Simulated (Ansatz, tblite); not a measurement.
# Triphenyltelluronium hexafluoroantimonate (C₁₈H₁₅F₆SbTe): rung by rung

The task here is to estimate one member of a computed series from the others.

Computed with Ansatz 0.2.0, Gaussian basis. Level: as each input shows.

The runs, in order: GFN1-xTB, GFN2-xTB, PBE-D4/def2-TZVP, r2SCAN-D4/def2-TZVP, LDA/def2-TZVP, B97M-V/def2-TZVP, BHLYP-D4/def2-TZVP, PBE-D4/def2-SVP, PBE0-D4/def2-SVP, MP2/def2-SVP, RPA/def2-SVP.

1 further run of the same task is left out (set aside as unsound or not needed).

### The structure

The geometry is that of the singlet, from an earlier relaxation (PBE-D4/def2-SVP).

SMILES `[F][Sb-]([F])([F])([F])([F])[F].c1ccc([Te+](c2ccccc2)c2ccccc2)cc1`, 41 atoms, charge 0, spin multiplicity 1.

Bond lengths: F1–Sb2 1.933 Å, Sb2–F3 1.929 Å, Sb2–F4 2.006 Å, Sb2–F5 1.926 Å, Sb2–F6 1.971 Å, Sb2–F7 1.970 Å, C8–C9 1.405 Å, C8–C26 1.404 Å, C8–H27 1.101 Å, C9–C10 1.404 Å, C9–H28 1.101 Å, C10–C11 1.406 Å, C10–H29 1.101 Å, C11–Te12 2.151 Å, C11–C25 1.406 Å, Te12–C13 2.144 Å, Te12–C19 2.164 Å, C13–C14 1.403 Å and more. Angles: F1–Sb2–F3 92.8°, F1–Sb2–F4 88.5°, F1–Sb2–F5 94.6°, F1–Sb2–F6 172.2°, F1–Sb2–F7 88.9°, F3–Sb2–F4 89.7°, F3–Sb2–F5 94.4°, F3–Sb2–F6 89.9°, F3–Sb2–F7 173.0°, F4–Sb2–F5 174.8°, F4–Sb2–F6 84.2°, F4–Sb2–F7 83.6°, F5–Sb2–F6 92.5°, F5–Sb2–F7 92.2°, F6–Sb2–F7 87.5°, C9–C8–C26 120.2°, C9–C8–H27 119.9°, C26–C8–H27 119.9° and more.

Sb, Te take a core potential in the def2 sets. No spin-orbit coupling is included.

PBE0-D4/def2-TZVP was run before; its log isn't repeated, and its numbers join the tables.

Set-up of the first run:

Tight binding, by tblite at 300 K electronic temperature and without a spin-polarisation term:

```python
tblite.interface.Calculator('GFN1-xTB', numbers, positions, charge=0, uhf=0).singlepoint()
```

Tight binding, by tblite at 300 K electronic temperature and without a spin-polarisation term:

```python
tblite.interface.Calculator('GFN2-xTB', numbers, positions, charge=0, uhf=0).singlepoint()
```

start.molden holds the orbitals of an earlier run on this state, given as this run's starting guess.

Contents of in.yaml:

```yaml
crystal:
  periodic: [false, false, false]
  atoms:
    - {symbol: F, position_ang: [-0.553846, -2.290056, -4.748023]}
    - {symbol: Sb, position_ang: [-1.327461, -0.628558, -4.134250]}
    - {symbol: F, position_ang: [-0.283109, 0.424710, -5.367485]}
    - {symbol: F, position_ang: [0.152775, -0.496877, -2.786213]}
    - {symbol: F, position_ang: [-2.860343, -0.735906, -5.294629]}
    - {symbol: F, position_ang: [-1.980845, 1.024020, -3.281355]}
    - {symbol: F, position_ang: [-2.244908, -1.625871, -2.704778]}
    - {symbol: C, position_ang: [1.560062, -4.052750, 0.678105]}
    - {symbol: C, position_ang: [1.482786, -3.014283, 1.620582]}
    - {symbol: C, position_ang: [0.769670, -1.842493, 1.322264]}
    - {symbol: C, position_ang: [0.150730, -1.725439, 0.065714]}
    - {symbol: Te, position_ang: [-0.961818, 0.035256, -0.470528]}
    - {symbol: C, position_ang: [0.635936, 1.450867, -0.674655]}
    - {symbol: C, position_ang: [1.699254, 1.508205, 0.239450]}
    - {symbol: C, position_ang: [2.714727, 2.455485, 0.035644]}
    - {symbol: C, position_ang: [2.656849, 3.325603, -1.065959]}
    - {symbol: C, position_ang: [1.589173, 3.248273, -1.973927]}
    - {symbol: C, position_ang: [0.567848, 2.302308, -1.789948]}
    - {symbol: C, position_ang: [-1.388784, 0.551949, 1.586728]}
    - {symbol: C, position_ang: [-1.085600, 1.823451, 2.105442]}
    - {symbol: C, position_ang: [-1.483979, 2.149258, 3.412912]}
    - {symbol: C, position_ang: [-2.184779, 1.215320, 4.192715]}
    - {symbol: C, position_ang: [-2.496238, -0.049562, 3.664932]}
    - {symbol: C, position_ang: [-2.105477, -0.383047, 2.359375]}
    - {symbol: C, position_ang: [0.208076, -2.759735, -0.884683]}
    - {symbol: C, position_ang: [0.920842, -3.926349, -0.565202]}
    - {symbol: H, position_ang: [2.118606, -4.970386, 0.917679]}
    - {symbol: H, position_ang: [1.976192, -3.113827, 2.599819]}
    - {symbol: H, position_ang: [0.687892, -1.042975, 2.074113]}
    - {symbol: H, position_ang: [1.751726, 0.824044, 1.099189]}
    - {symbol: H, position_ang: [3.558175, 2.507308, 0.741389]}
    - {symbol: H, position_ang: [3.457261, 4.064828, -1.221442]}
    - {symbol: H, position_ang: [1.549628, 3.920066, -2.844850]}
    - {symbol: H, position_ang: [-0.255564, 2.215166, -2.515676]}
    - {symbol: H, position_ang: [-0.535360, 2.561920, 1.502129]}
    - {symbol: H, position_ang: [-1.242045, 3.143098, 3.821366]}
    - {symbol: H, position_ang: [-2.493430, 1.474802, 5.216620]}
    - {symbol: H, position_ang: [-3.049278, -0.783662, 4.271709]}
    - {symbol: H, position_ang: [-2.352876, -1.379050, 1.956383]}
    - {symbol: H, position_ang: [-0.293449, -2.663849, -1.856962]}
    - {symbol: H, position_ang: [0.970990, -4.741260, -1.303705]}
basis:
  gaussian: {orbitals: def2-TZVP, fitting: {mean_field: def2-universal-jkfit}, initial_orbitals: start.molden}
hamiltonian: {xc: pbe, dispersion: d4}
scf: {omitted_lower_state_checks: [starts]}
output: {forces: true, orbitals: {seedname: orbitals}}
```

On the command line:

```console
ansatz run in.yaml --threads 2 --pin off --events-out ev --progress --plain --max-ram 32768MiB --backend cuda --devices 0, --max-vram 18GiB
```

Among the steps run: PBE-D4/def2-TZVP; r2SCAN-D4/def2-TZVP; LDA/def2-TZVP; B97M-V/def2-TZVP; BHLYP-D4/def2-TZVP; PBE-D4/def2-SVP; PBE0-D4/def2-SVP; MP2/def2-SVP; RPA/def2-SVP.

One table of the session follows, with a row left open; its other results are not shown here.

It belongs to the step «Binding energy». 

```
              level  binding an atom (eV)
        HF/def2-SVP                 3.441
      LDA/def2-TZVP                 5.588
    PBE-D4/def2-SVP                 5.031
   PBE-D4/def2-TZVP                 4.978
r2SCAN-D4/def2-TZVP                 4.812
   B97M-V/def2-TZVP                 4.802
   PBE0-D4/def2-SVP                 4.883
  PBE0-D4/def2-TZVP                 4.834
 BHLYP-D4/def2-TZVP                 4.576
       MP2/def2-SVP                     ?
```

**Question.** Estimate the row for MP2/def2-SVP.

The run gave: binding an atom (eV): 4.700. In the column «binding an atom (eV)» it lies between BHLYP-D4/def2-TZVP (4.576) and B97M-V/def2-TZVP (4.802).

To keep in mind: Free atoms were run apart at each level; binding is atoms less cluster, divided by the number of atoms, without zero-point or spin-orbit terms.
